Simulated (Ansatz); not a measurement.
# CH₆AsNO: one species, many methods

How much do the methods differ for CH₆AsNO? The plan is to run it at one geometry with functionals of several rungs and with coupled cluster, and see how far each lands from CCSD(T) at the basis-set limit for the atomisation energy.

The runs use Ansatz 0.2.0, Gaussian basis; functionals in def2-TZVPP, the program's frozen cores in correlated methods.

Plan: LDA (SPW92), PBE-D4, revPBE-D4, BLYP-D4, r2SCAN-D4, B97M-V, PBE0-D4, B3LYP-D4, r2SCANh-D4, r2SCAN0-D4, HSE06-D4, BHLYP-D4, CAM-B3LYP-D4, LC-ωPBE, ωB97X-V, ωB97M-V, B2PLYP, PBE-QIDH; CCSD(T)/def2-SVP; CCSD(T)/def2-TZVPP; MP2/def2-QZVPP; extrapolation to the limit; RPA on PBE.

### Step 1. The relaxed structure

The geometry comes from an earlier relaxation with PBE0-D4 in a triple-zeta def2 set; it is a stationary point, not always the lowest conformer.

SMILES `N[AsH]CO`, 10 atoms, charge 0, spin multiplicity 1.

Atoms are counted from 1 here; the program's logs count them from 0.

Bond lengths: N1–As2 1.848 Å, N1–H5 1.012 Å, N1–H6 1.011 Å, As2–C3 1.989 Å, As2–H7 1.527 Å, C3–O4 1.409 Å, C3–H8 1.099 Å, C3–H9 1.092 Å, O4–H10 0.961 Å. Angles: As2–N1–H5 114.3°, As2–N1–H6 110.6°, H5–N1–H6 108.6°, N1–As2–C3 102.4°, N1–As2–H7 96.0°, C3–As2–H7 93.3°, As2–C3–O4 111.9°, As2–C3–H8 108.3°, As2–C3–H9 109.5°, O4–C3–H8 112.5°, O4–C3–H9 106.6°, H8–C3–H9 107.9°, C3–O4–H10 108.6°.

### Step 2. LDA

This LDA is Slater exchange with PW92 correlation.

File in.yaml:

```yaml
crystal:
  periodic: [false, false, false]
  atoms:
    - {symbol: N, position_ang: [-1.087372, 1.523434, 0.361928]}
    - {symbol: As, position_ang: [0.643205, 1.036933, -0.066597]}
    - {symbol: C, position_ang: [0.555576, -0.949858, -0.012089]}
    - {symbol: O, position_ang: [-0.031201, -1.481854, -1.177245]}
    - {symbol: H, position_ang: [-1.567537, 0.867845, 0.965318]}
    - {symbol: H, position_ang: [-1.637462, 1.653637, -0.475822]}
    - {symbol: H, position_ang: [1.195399, 1.139766, 1.353454]}
    - {symbol: H, position_ang: [1.570051, -1.335188, 0.161146]}
    - {symbol: H, position_ang: [-0.070326, -1.264668, 0.825030]}
    - {symbol: H, position_ang: [0.512666, -1.241148, -1.932223]}
basis:
  gaussian: {orbitals: def2-TZVPP}
hamiltonian: {xc: lda}
output: {orbitals: {seedname: orbitals}}
```

The run is started by

```bash
$ ansatz run in.yaml --threads 4 --pin off --events-out ev --progress --plain --max-ram 10444MiB
```

The runs that follow: PBE-D4 (GGA); revPBE-D4 (GGA); BLYP-D4 (GGA); r2SCAN-D4 (meta-GGA); B97M-V (meta-GGA); PBE0-D4 (hybrid); B3LYP-D4 (hybrid); r2SCANh-D4 (hybrid); r2SCAN0-D4 (hybrid); HSE06-D4 (hybrid); BHLYP-D4 (hybrid); CAM-B3LYP-D4 (range-separated); LC-ωPBE (range-separated); ωB97X-V (range-separated); ωB97M-V (range-separated); B2PLYP (double hybrid); PBE-QIDH (double hybrid); CCSD(T) in def2-SVP; CCSD(T) in def2-TZVPP; MP2 in def2-QZVPP; RPA on PBE orbitals.

Q: Predict the results of all the runs planned. Wanted: atomisation energy, CCSD(T)/CBS; farthest beyond LDA; mean size of error, GGA; mean size of error, meta-GGA; mean size of error, hybrid; mean size of error, range-separated; mean size of error, double hybrid; gap, smallest and largest; T1 diagnostic.

As calculated:

```
                               quantity                                                                                               value
        atomisation energy, CCSD(T)/CBS                                                                                           34.190 eV
    functionals within 0.342 eV (1.0 %)  revPBE-D4, BLYP-D4, r2SCAN-D4, B97M-V, PBE0-D4, B3LYP-D4, HSE06-D4, CAM-B3LYP-D4, ωB97X-V, ωB97M-V
                    farthest beyond LDA                                                                                BHLYP-D4 (-1.283 eV)
                mean size of error, GGA                                                                                            0.436 eV
           mean size of error, meta-GGA                                                                                            0.062 eV
             mean size of error, hybrid                                                                                            0.489 eV
    mean size of error, range-separated                                                                                            0.229 eV
      mean size of error, double hybrid                                                                                            0.510 eV
              gap, smallest and largest                                                               4.89 eV (BLYP-D4), 11.90 eV (LC-ωPBE)
                          T1 diagnostic                                                                                              0.0110
triples share of the correlation energy                                                                                               3.7 %
```

The LDA atomisation energy is off by 5.814 eV (17 %): it overbinds. PBE-D4 is off by +0.856 eV. Double hybrids carry the basis error of their MP2 part in triple zeta, and no dispersion term here, so their miss is partly the set-up's. The rungs meta-GGA, range-separated miss on average by less than the doubt on the reference (0.342 eV), so they tie. Misses under about 0.342 eV are within the doubt on the reference itself, which lacks core-valence correlation, relativity and higher excitations, and its outer-core shells are covered unevenly. Hartree-Fock recovers 65 % of the binding; the rest is correlation. CCSD(T) in def2-SVP is off by -2.849 eV, which most functionals beat. The gap grows from 4.9 to 11.9 eV across the functionals, mostly with the share of exact exchange. Correlated methods include outer-core shells of As, which these sets cover unevenly.
